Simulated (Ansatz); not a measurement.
# BrClH4OSi: the cost of one run

The runs use Ansatz 0.2.0, Gaussian basis; PBE0-D4/def2-SVP.

1 further run of the same task is left out (it didn't finish).

## Step 1: The system as given

The start, a first-order saddle point found at PBE0-D4 in triple zeta: 8 atoms, charge 0, spin multiplicity 1.

Atoms are counted from 1 here; the program's logs count them from 0.

Bond lengths: Si1–H3 1.464 Å, Si1–H4 1.463 Å, Si1–Cl5 2.095 Å, Si1–O7 1.783 Å, H6–O7 1.062 Å, O7–H8 0.967 Å. Angles: H3–Si1–H4 124.6°, H3–Si1–Cl5 101.7°, H3–Si1–O7 115.1°, H4–Si1–Cl5 103.7°, H4–Si1–O7 111.5°, Cl5–Si1–O7 93.6°, Si1–O7–H6 99.6°, Si1–O7–H8 118.7°, H6–O7–H8 119.7°.

As a file:

```
Si   -0.27782   -0.21705   -0.64330
Br    2.12919   -1.05834    0.39152
H     0.59172    0.45987   -1.60766
H    -0.62162   -1.63802   -0.69096
Cl   -2.10815    0.74846   -0.96972
H     0.85603    0.07050    1.24588
O    -0.14186    0.36664    1.03553
H    -0.42749    1.26796    1.23881
```

## Step 2: The run

Input file md/in.yaml:

```yaml
crystal:
  periodic: [false, false, false]
  atoms:
    - {symbol: Si, position_ang: [-0.277818, -0.217055, -0.643296]}
    - {symbol: Br, position_ang: [2.129191, -1.058344, 0.391515]}
    - {symbol: H, position_ang: [0.591720, 0.459869, -1.607655]}
    - {symbol: H, position_ang: [-0.621619, -1.638022, -0.690964]}
    - {symbol: Cl, position_ang: [-2.108148, 0.748457, -0.969723]}
    - {symbol: H, position_ang: [0.856034, 0.070503, 1.245883]}
    - {symbol: O, position_ang: [-0.141865, 0.366637, 1.035527]}
    - {symbol: H, position_ang: [-0.427493, 1.267956, 1.238813]}
basis:
  gaussian: {orbitals: def2-SVP}
hamiltonian: {xc: pbe0, dispersion: d4}
md: {n_steps: 40, timestep: 0.75, temperature: 700, ensemble: nve, seed: 169, initial_velocities: maxwell_boltzmann}
```

Command:

```bash
$ ansatz run in.yaml --threads 4 --pin off --events-out ev --progress --plain --max-ram 9574MiB
```

**Question.** How long does this run take on 4 threads of Intel Xeon at 2.70GHz, shared host?

About 73 s.
